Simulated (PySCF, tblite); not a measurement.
**C4H6FO2 radical: geometry, infrared bands and EPR parameters**

Aim: predict the infrared bands and EPR parameters of C4H6FO2 radical (`[CH2]O/C=C(/F)OC`).

Programs: tblite 0.8.0 and PySCF 2.14.0, with density-fitted response routines of our own. Each step states its level of theory. These are calculated values for one molecule in the gas phase, unless marked as measured. Atoms are numbered from 0 throughout.

### 1 The molecule as given

13 atoms, charge 0, multiplicity 2; geometry from: force field or distance geometry start.

Bonds of the start (Å): C0–O1 1.41, O1–C2 1.38, C2–C3 1.32, C3–F4 1.35, C3–O5 1.40, O5–C6 1.41, C0–H7 1.10, C0–H8 1.10, C2–H9 1.09, C6–H10 1.13, C6–H11 1.11, C6–H12 1.09.

### 2 Geometry optimisation with GFN2-xTB

What the job is given:

```
{"job": {"kind": "relax", "xc": "GFN2-xTB", "basis": "xTB"}, "charge": 0, "multiplicity": 2}
C      2.382000    -1.141300    -0.426100
O      1.124700    -0.511200    -0.463000
C      0.828100     0.677200     0.162000
C     -0.339000     0.877000     0.751100
F     -0.569100     2.070200     1.344400
O     -1.340300    -0.103600     0.828500
C     -2.205000    -0.232500    -0.282700
H      3.182000    -0.602400    -0.947000
H      2.672100    -1.560800     0.548600
H      1.533900     1.508900     0.161800
H     -2.927400    -1.063200    -0.024800
H     -1.587600    -0.589700    -1.138700
H     -2.758800     0.671800    -0.531900
```

Launch:

```bash
$ OMP_NUM_THREADS=1 python probes_run.py task.json out
```

This one command runs all jobs of the session in turn.

**Question.** This job is followed by: GFN2-xTB harmonic vibrations, gas phase; UKS B3LYP, pcH-1 on C F H O, non-relativistic, mean-field spin-orbit, GIAO. What will the session give for the following? strongest single infrared mode (GFN2-xTB); zero-point energy (GFN2-xTB); g(iso) (B3LYP); ⟨S²⟩; largest a(iso) (averaged by class); potential on the surface of density 0.002 e/bohr³, 1st and 99th percentile.

The runs gave:

```
                                                                  quantity                  value
                                 strongest single infrared mode (GFN2-xTB)  1055 cm⁻¹, 242 km/mol
                                              zero-point energy (GFN2-xTB)          57.2 kcal/mol
                                                            g(iso) (B3LYP)                2.00331
                                                                      ⟨S²⟩     0.755 (exact 0.75)
                                        largest a(iso) (averaged by class)    13C on C0, 86.9 MHz
potential on the surface of density 0.002 e/bohr³, 1st and 99th percentile     -1.28 V and 1.09 V
```

Over 140 steps the energy fell by 1.006 eV; of the close pairs, C0–O1 changed most, 1.407 to 1.341 Å. No mode is imaginary among the 33: a minimum at this level. The strongest single mode, at 1055 cm⁻¹, is spread over many atoms; the largest shares are those of O5, C6. Unscaled tight-binding wavenumbers are off by several per cent, some by more. Its intensities can rank the bands wrongly. C0 carries the largest spin population, 0.92 e. The isotropic g lies 1.0 ppt above the free-electron value. These values are for one conformer; the search (at its own cheap level) found 1 more, at 0.05 kcal/mol, and measured spectra average over such forms.
